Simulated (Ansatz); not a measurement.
Crystal: Ti3Se.

```
CELL_PARAMETERS angstrom
3.19745 0.00000 0.00000
-1.59872 2.76907 0.00000
0.00000 0.00000 7.94275
ATOMIC_POSITIONS crystal
Se 0.00000 0.00000 0.00000
Ti 0.66667 0.33333 0.50000
Ti 0.33333 0.66667 0.77290
Ti 0.33333 0.66667 0.22710
```

The cell comes from a database or a generator and needn't be the stable form of this composition.

Base run:

- Program: Ansatz 0.2.0
- Functional: PBEsol
- Potentials or basis: Ansatz PAW
- Cutoff: 420 eV
- Density cutoff: 1680 eV
- k mesh: 10 × 10 × 4
- Occupations: fermi-dirac, width 0.05 eV
- Spin: no spin polarisation

Its results: band gap on the k mesh none (metal or under the smearing width); pressure -4.5 GPa; largest force 0.098 eV/Å.

The run is repeated on the same cell with these changes: functional from PBEsol to r2SCAN; cutoff from 420 eV to 500 eV; density cutoff from 1680 eV to 2000 eV. What comes out?

Band gap on the k mesh none (metal or under the smearing width); pressure -0.7 GPa; largest force 0.067 eV/Å.

Caveats: the PAW data sets come from PBE, with cores solved anew for the run's functional, which leaves a small shift of forces and pressure.

Not every run made on this cell is shown here.
